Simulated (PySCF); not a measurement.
**[RhH2]+: structure of the triplet**

The task is one start of a wider search on [RhH2]+: the triplet, from a PBE0 minimum start. It is relaxed, tested by its Hessian and followed downhill if it is a saddle.

Program: PySCF 2.14.0. Level of theory: PBE0, basis Rh def2-TZVP with ECP28, H def2-TZVP, scalar-relativistic core potentials, no spin–orbit coupling, density fitting. These are calculated values, not measurements.

### 1 Starting geometry

3 atoms, charge 1, spin multiplicity 3.

Bond lengths: Rh1–H2 1.776 Å, Rh1–H3 1.776 Å, H2–H3 0.823 Å. Angles: H2–Rh1–H3 26.8°, Rh1–H2–H3 76.6°, Rh1–H3–H2 76.6°.

```xyz
3
charge 1 multiplicity 3
Rh    0.0000    0.0000   -0.0332
H     0.4113    0.0000    1.6946
H    -0.4113    0.0000    1.6946
```

### 2 The SCF at the typed geometry

One driver script runs all steps and calls PySCF; scf.py shows how it sets up the SCF of each step. The optimiser is the driver's own. After this first run the driver tries any further starts and a stability analysis.

Input file scf.py:

```python
from pyscf import gto, scf, dft
mol = gto.M(atom='''
Rh     0.000000     0.000000    -0.033193
H      0.411279    -0.000000     1.694634
H     -0.411279     0.000000     1.694634''',
    basis={'Rh': 'def2-TZVP', 'H': 'def2-TZVP'},
    ecp={'Rh': 'def2-TZVP'},
    charge=1, spin=2)
mf = dft.UKS(mol, xc='PBE0')
mf.grids.atom_grid = (50, 194)
aux = {'Rh': 'def2-universal-JKFIT', 'H': 'def2-universal-JKFIT'}
mf = mf.density_fit(auxbasis=aux)
mf.conv_tol = 1e-08
mf.diis_space = 10
mf.max_cycle = 60
mf.init_guess = 'minao'
mf.verbose = 4
mf.kernel()
```

Run with:

```bash
$ OMP_NUM_THREADS=2 python axn.py task.json out
```

The log of the run:

```text
init E= -103.066445099762
[... the frontier-level lines of each cycle are left out ...]
cycle= 1 E= -110.779008671407  delta_E= -7.71  |g|= 1.26  |ddm|= 2.87
cycle= 2 E= -106.707385851406  delta_E= 4.07  |g|= 3.02  |ddm|= 3.37
cycle= 3 E= -111.381072926074  delta_E= -4.67  |g|= 0.158  |ddm|= 3.13
cycle= 4 E= -111.401548739553  delta_E= -0.0205  |g|= 0.0531  |ddm|= 0.166
cycle= 5 E= -111.402933491273  delta_E= -0.00138  |g|= 0.0185  |ddm|= 0.0388
cycle= 6 E= -111.403133520673  delta_E= -0.0002  |g|= 0.00453  |ddm|= 0.0156
cycle= 7 E= -111.403154852924  delta_E= -2.13e-05  |g|= 0.000808  |ddm|= 0.00693
cycle= 8 E= -111.403156211802  delta_E= -1.36e-06  |g|= 0.000354  |ddm|= 0.00188
cycle= 9 E= -111.403156897228  delta_E= -6.85e-07  |g|= 0.000206  |ddm|= 0.00166
cycle= 10 E= -111.403157228918  delta_E= -3.32e-07  |g|= 7.29e-05  |ddm|= 0.00164
cycle= 11 E= -111.40315726842  delta_E= -3.95e-08  |g|= 1.59e-05  |ddm|= 0.000776
cycle= 12 E= -111.40315726863  delta_E= -2.1e-10  |g|= 1.93e-06  |ddm|= 3.27e-05
Extra cycle  E= -111.403157268642  delta_E= -1.16e-11  |g|= 1.15e-06  |ddm|= 8.28e-06
converged SCF energy = -111.403157268642  <S^2> = 2.0021569  2S+1 = 3.0014376
```

This step, with its further starts and checks, took 6.3 s on 2 threads of Arm Neoverse N1, shared host.

Energies from each starting density:

```tsv
start	energy (Eh)
the minimal-basis guess	-111.403157
a thermally smeared density	-111.403031
a smeared PBE density	-111.403031
```

No lower solution of this spin turned up from the other starts or in the test of internal stability.

### 3 PBE0 minimum start, triplet: relaxation

The program finds C2v symmetry in the start, which this walk keeps.

Edit scf.py of step 2 so:

```diff
@@ -4 +4 @@
-H      0.411279    -0.000000     1.694634
+H      0.411279     0.000000     1.694634
@@ -16 +15,0 @@
-mf.init_guess = 'minao'
```

Steps of the walk:

```tsv
step	energy (Eh)	change (kJ/mol)	largest symmetric gradient (Eh/bohr)
0	-111.403157	0.00	0.00007
```

The walk took 0.8 s.

End point (C2v, 0 steps, 0.0 kJ/mol gained): H–H 0.823 Å, Rh–H 1.776 Å (×2); H–H–Rh 76.6° (×2), H–Rh–H 26.8°.

### 4 Vibrations and properties at this point

The point is checked on the finer grid, and tightened if its gradient asks for it. The Hessian and the dipole derivatives come from central differences of analytic gradients, with steps of 0.02 bohr.

Edit scf.py of step 3 so:

```diff
@@ -3,3 +3,3 @@
-Rh     0.000000     0.000000    -0.033193
-H      0.411279     0.000000     1.694634
-H     -0.411279     0.000000     1.694634''',
+Rh     0.000000     0.000000    -0.033228
+H      0.411354     0.000000     1.694651
+H     -0.411354     0.000000     1.694651''',
@@ -10 +10 @@
-mf.grids.atom_grid = (50, 194)
+mf.grids.atom_grid = (75, 302)
@@ -13 +13 @@
-mf.conv_tol = 1e-08
+mf.conv_tol = 1e-10
```

This SCF starts from the last density.

SCF at the final geometry:

```text
init E= -111.403155139327
[... the frontier-level lines of each cycle are left out ...]
cycle= 1 E= -111.403155139328  delta_E= -5.68e-13  |g|= 9.26e-07  |ddm|= 1.54e-06
Extra cycle  E= -111.403155139328  delta_E= -2.56e-13  |g|= 1.21e-06  |ddm|= 1.5e-06
converged SCF energy = -111.403155139328  <S^2> = 2.0021574  2S+1 = 3.0014379
```

The whole step took 28 s.

Geometry: C2v; H–H 0.823 Å, Rh–H 1.776 Å (×2); H–H–Rh 76.6° (×2), H–Rh–H 26.8°.

Modes, for the most abundant isotopes:

```json
{"symmetry": "a1", "ω (cm⁻¹)": "932", "IR (km/mol)": "62.9", "μ (u)": "1.03"}
{"symmetry": "b2", "ω (cm⁻¹)": "1438", "IR (km/mol)": "9.3", "μ (u)": "1.01"}
{"symmetry": "a1", "ω (cm⁻¹)": "3366", "IR (km/mol)": "0.5", "μ (u)": "1.01"}
```

No imaginary mode, so this is a minimum.

Constants and moments:

```
Dipole moment about the centre of mass                          : 0.47 D
Highest occupied level                                          : -14.46 eV
Lowest empty level                                              : -9.89 eV
Rotational constants                                            : 49.43, 2.856, 2.7 cm⁻¹
Zero-point energy                                               : 34.3 kJ/mol
Principal polarisabilities                                      : 14.5, 16.8, 19.8 bohr³
Principal traceless quadrupole moments about the centre of mass : -2.08, -1.36, 3.44 D Å
Entropy at 298.15 K and 1 bar (electronic part: spin only)      : 229.9 J/(mol K)
Heat capacity Cp at 298.15 K                                    : 35.6 J/(mol K)
Enthalpy at 298.15 K above 0 K                                  : 10.06 kJ/mol
Rotational symmetry number                                      : 2
Spin squared ⟨S²⟩                                               : 2.002
```

Charges (e) and bond orders:

```csv
atom,Mulliken,Löwdin,polar tensor,spin (Mulliken),Mayer order to Rh1
Rh1,0.74,0.69,0.81,1.95,–
"H2,3",0.13,0.16,0.09,0.03,0.39
```

Outer orbital energies (eV). α occupied: -63.57, -63.51, -21.19, -16.29, -15.69, -15.48, -15.36, -15.24; empty: -8.65, -6.36, -5.60, -3.04. β occupied: -95.57, -61.51, -61.38, -61.32, -20.72, -14.88, -14.67, -14.46; empty: -9.89, -9.83, -8.01, -6.00.

Mulliken populations on Rh1 (outside its core potential): s 2.20, p 6.10, d 7.97, f 0.00.

### 5 Results

| quantity | value |
| --- | --- |
| minimum | triplet, C2v |
| geometry | H–H 0.823 Å, Rh–H 1.776 Å (×2); H–H–Rh 76.6° (×2), H–Rh–H 26.8° |
| wavenumbers (cm⁻¹) | 932 (a1), 1438 (b2), 3366 (a1) |
| dipole moment (centre of mass) | 0.47 D |
| highest occupied, lowest empty level (either spin) | -14.46, -9.89 eV |
| polar-tensor charge of Rh1 | +0.81 e |
| zero-point energy | 34.3 kJ/mol |
| entropy at 298.15 K | 229.9 J/(mol K) |
| ⟨S²⟩ | 2.002 |

**Reading.** The molecule stays C2v, as typed, and the end point is a minimum. The strongest infrared band lies at 932 cm⁻¹ (a1). Most of the spin sits on Rh1 (Mulliken spin 1.95, against 2 for the whole molecule). Only this shape and spin were tried, so other structures or states may lie lower. Open d and f shells are described by one determinant, and the ground state may have another occupation or spin.

The search up to here took 35 s.
